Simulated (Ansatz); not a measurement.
# H6NOPSi: one species, many methods

The task here is to estimate one member of a computed series from the others.

Computed with Ansatz 0.2.0, Gaussian basis. Level: functionals in def2-TZVPP, the program's frozen cores in correlated methods.

The runs, in order: LDA (SPW92), PBE-D4, revPBE-D4, BLYP-D4, r2SCAN-D4, B97M-V, PBE0-D4, B3LYP-D4, r2SCANh-D4, r2SCAN0-D4, HSE06-D4, BHLYP-D4, CAM-B3LYP-D4, LC-ωPBE, ωB97X-V, ωB97M-V, B2PLYP, PBE-QIDH; CCSD(T)/def2-SVP; CCSD(T)/def2-TZVPP; MP2/def2-QZVPP; extrapolation to the limit; RPA on PBE.

## Structure used throughout

The geometry comes from an earlier relaxation with PBE0-D4 in a triple-zeta def2 set; it is a stationary point, not always the lowest conformer.

SMILES `OPN[SiH3]`, 10 atoms, charge 0, spin multiplicity 1.

Atoms are counted from 1 here; the program's logs count them from 0.

Bond lengths: O1–P2 1.655 Å, O1–H5 0.960 Å, P2–N3 1.690 Å, P2–H6 1.420 Å, N3–Si4 1.733 Å, N3–H7 1.012 Å, Si4–H8 1.487 Å, Si4–H9 1.482 Å, Si4–H10 1.489 Å. Angles: P2–O1–H5 110.1°, O1–P2–N3 105.6°, O1–P2–H6 93.3°, N3–P2–H6 96.8°, P2–N3–Si4 124.3°, P2–N3–H7 117.1°, Si4–N3–H7 117.7°, N3–Si4–H8 110.4°, N3–Si4–H9 106.7°, N3–Si4–H10 112.3°, H8–Si4–H9 110.6°, H8–Si4–H10 107.5°, H9–Si4–H10 109.5°.

Coordinates:

```xyz
10

O    -1.5394    0.9311   -1.5817
P    -1.3755    0.5628    0.0235
N    -0.1472   -0.5960    0.0999
Si    1.4299   -0.3050    0.7571
H    -1.1751    1.8018   -1.7600
H    -2.4643   -0.3482    0.0087
H    -0.2934   -1.4576   -0.4100
H     1.8138   -1.4004    1.6861
H     1.3576    0.9881    1.4784
H     2.4766   -0.2278   -0.2991
```

Set-up of the first run:

File in.yaml:

```yaml
crystal:
  periodic: [false, false, false]
  atoms:
    - {symbol: O, position_ang: [-1.539426, 0.931129, -1.581699]}
    - {symbol: P, position_ang: [-1.375489, 0.562803, 0.023483]}
    - {symbol: N, position_ang: [-0.147238, -0.595982, 0.099879]}
    - {symbol: Si, position_ang: [1.429925, -0.304954, 0.757150]}
    - {symbol: H, position_ang: [-1.175065, 1.801751, -1.760002]}
    - {symbol: H, position_ang: [-2.464291, -0.348215, 0.008685]}
    - {symbol: H, position_ang: [-0.293444, -1.457601, -0.410034]}
    - {symbol: H, position_ang: [1.813822, -1.400362, 1.686059]}
    - {symbol: H, position_ang: [1.357621, 0.988091, 1.478426]}
    - {symbol: H, position_ang: [2.476586, -0.227760, -0.299146]}
basis:
  gaussian: {orbitals: def2-TZVPP}
hamiltonian: {xc: lda}
output: {orbitals: {seedname: orbitals}}
```

Run with:

```
$ ansatz run in.yaml --threads 2 --pin off --events-out ev --progress --plain --max-ram 4352MiB
```

Steps of the session up to this table: LDA; PBE-D4 (GGA); revPBE-D4 (GGA); BLYP-D4 (GGA); r2SCAN-D4 (meta-GGA); B97M-V (meta-GGA); PBE0-D4 (hybrid); B3LYP-D4 (hybrid); r2SCANh-D4 (hybrid); r2SCAN0-D4 (hybrid); HSE06-D4 (hybrid); BHLYP-D4 (hybrid); CAM-B3LYP-D4 (range-separated); LC-ωPBE (range-separated); ωB97X-V (range-separated); ωB97M-V (range-separated); B2PLYP (double hybrid); PBE-QIDH (double hybrid).

One table of the session follows, with a row left open; its other results are not shown here.

It belongs to the step «Frontier levels by functional». 

```
  functional  HOMO (eV)  gap (eV)
 LDA (SPW92)      -5.88      4.78
      PBE-D4      -5.79      4.90
   revPBE-D4      -5.74      4.95
     BLYP-D4      -5.68      4.89
   r2SCAN-D4      -6.02      5.49
      B97M-V          ?         ?
     PBE0-D4      -7.02      6.98
    B3LYP-D4      -6.83      6.55
  r2SCANh-D4      -6.48      6.24
  r2SCAN0-D4      -7.17      7.36
    HSE06-D4      -6.61      6.20
    BHLYP-D4      -8.17      8.95
CAM-B3LYP-D4      -8.39      9.30
     LC-ωPBE      -9.73     11.85
     ωB97X-V      -9.39     11.34
     ωB97M-V      -9.25     10.88
```

**Question.** Estimate the row for B97M-V.

**Answer.** HOMO (eV): -6.15; gap (eV): 5.38. In the column «HOMO (eV)» it lies between r2SCANh-D4 (-6.48) and r2SCAN-D4 (-6.02).
